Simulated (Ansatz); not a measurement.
# Osmium, dhcp under r²SCAN: structure, energy and stiffness

What does r²SCAN give for osmium in the dhcp structure? We relax it, solve it on a dense k-mesh, then scale the cell to 7 volumes from 88 to 112 % of the relaxed one and try a fit of the equation of state. Spin polarisation is left out. The k-meshes are 13×13×4 for the relaxation; 17×17×5 for the dense run; 15×15×4 for the volumes.

Program: Ansatz 0.2.0. Level of theory: DFT r2SCAN, plane waves (500 eV) with PAW, scalar-relativistic; PBE-made PAW files. These are calculated values, not measurements.

### Step 1. The structure to begin with

Symmetry: P6_3/mmc, No. 194, hexagonal system. The conventional cell has a = 2.705 Å, b = 2.705 Å, c = 8.834 Å, α = 90.00°, β = 90.00°, γ = 120.00°. Around Os (site symmetry -3m) lie 12 Os at 2.70 Å. Os (site symmetry -6m2) is surrounded by 12 Os at 2.70 Å.

Structure file:

```
CELL_PARAMETERS angstrom
2.70474 0.00000 0.00000
-1.35237 2.34237 0.00000
0.00000 0.00000 8.83367
ATOMIC_POSITIONS crystal
Os 0.00000 0.00000 0.00000
Os 0.00000 0.00000 0.50000
Os 0.33333 0.66667 0.25000
Os 0.66667 0.33333 0.75000
```

### Step 2. Geometry optimisation

The input, input.yaml:

```yaml
crystal:
  lattice:
    - [2.7047363762, 0.0, 0.0]
    - [-1.3523681881, 2.3423704123, 0.0]
    - [0.0, 0.0, 8.8336690046]
  atoms:
    - { symbol: Os, position: [0.0, 0.0, 0.0] }
    - { symbol: Os, position: [0.0, 0.0, 0.5] }
    - { symbol: Os, position: [0.3333333333, 0.6666666667, 0.25] }
    - { symbol: Os, position: [0.6666666667, 0.3333333333, 0.75] }
hamiltonian:
  xc: r2scan
  pseudopotentials:
    kind: paw
    azcp:
      Os: "pseudopotentials/Os.paw.azcp"
basis:
  ecutwfc: 500
  fft_grid_basis: typed
kpoints:
  mp_grid: { grid: [13, 13, 4], shift: [0, 0, 0] }
magnetization:
  spin_polarized: false
scf:
  occupations: { method: fermi_dirac, width: 0.1 }
relax:
  max_steps: 60
  f_tol: 0.01
  cell: {}
```

The run is started by

```console
> ansatz run input.yaml --threads 1 --pin off --max-ram 3584MiB --backend cpu --events-out ev --progress --plain --runs-dir out
```

Further steps of the session: Dense single point; The cell scaled to 88 % of its volume; The cell scaled to 92 % of its volume; The cell scaled to 96 % of its volume; The cell scaled to 100 % of its volume; The cell scaled to 104 % of its volume; The cell scaled to 108 % of its volume; The cell scaled to 112 % of its volume.

Before running it: what results should come out? Wanted: space group; conventional cell; volume; shortest distance; gap on the mesh; relative to hcp; V₀, B₀, B₀′.

As calculated:

```
                      quantity                                   value
space group (spins left aside)                      P6_3/mmc (No. 194)
             conventional cell  a = 2.726 Å, c = 8.748 Å (c/a = 3.209)
                        volume                          14.073 Å³/atom
             shortest distance                                 2.694 Å
               gap on the mesh            none (levels filled in part)
               relative to hcp                           +115 meV/atom
                   V₀, B₀, B₀′            14.060 Å³/atom, 422 GPa, 4.7
```

**Reading.** From the guessed start the volume grew by 0.6 % in 5 steps. Against the reference form of osmium (hcp, computed apart with the same settings) it stands 115 meV/atom higher. Levels at the Fermi energy are filled in part, as in a metal. B₀ comes out at 422 GPa, among the stiffest elements; letting shape and positions relax at each volume could only lower it. Relaxation kept the symmetry; phonons were not checked.
